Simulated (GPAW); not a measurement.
AlFe3B:

```
Fe Al B
1.0
     3.82232    0.00000    0.00000
     0.00000    3.82232    0.00000
     0.00000    0.00000    3.82232
Fe Al B
3 1 1
Direct
  0.00000 0.00000 0.50000
  0.00000 0.50000 0.00000
  0.50000 0.00000 0.00000
  0.50000 0.50000 0.50000
  0.00000 0.00000 0.00000
```

The cell comes from a database or a generator and needn't be the stable form of this composition.

* Program: GPAW 26.7.0
* Task: relaxation of cell and atoms
* Functional: PBEsol
* Dispersion: D3(BJ)
* Potentials or basis: PAW data sets generated in the run's folder for this functional
* Cutoff: 800 eV
* Basis: pw
* k mesh: 6 × 6 × 6
* Occupations: fermi-dirac, width 0.05 eV
* Spin: collinear spin, ferromagnetic start
* Starting moments: [3.0, 3.0, 3.0, 0.0, 0.0] μB

At the start: pressure -9.9 GPa; volume 11.17 Å³/atom.

Task: Where does the relaxation end?

Result: Over 4 steps the energy falls by 15.9 meV/atom and the volume is 10.62 Å³/atom (-4.9 %); space group Pm-3m (No. 221, to 0.05 Å); moment 4.00 μB per cell.

Step by step:
```tsv
step	energy change (eV)	largest force (eV/Å)	pressure (GPa)	volume (Å³)
1	0.0000	0.0000	-9.91	55.84
2	-0.0183	0.0000	-8.85	55.52
3	-0.0787	0.0000	0.56	52.96
4	-0.0796	0.0000	-0.02	53.10
```

Final structure:
```xyz
5
Lattice="3.7587 0.0000 0.0000 0.0000 3.7587 0.0000 0.0000 0.0000 3.7587" Properties=species:S:1:pos:R:3 pbc="T T T"
Fe    0.0000    0.0000    1.8793
Fe    0.0000    1.8793    0.0000
Fe    1.8793    0.0000    0.0000
Al    1.8793    1.8793    1.8793
B     0.0000    0.0000    0.0000
```

Caveat: each step starts from the last one's moments, so a moment once lost doesn't come back; later steps reuse the first step's grids; pairwise dispersion overbinds metals, which lowers pressure and volume.
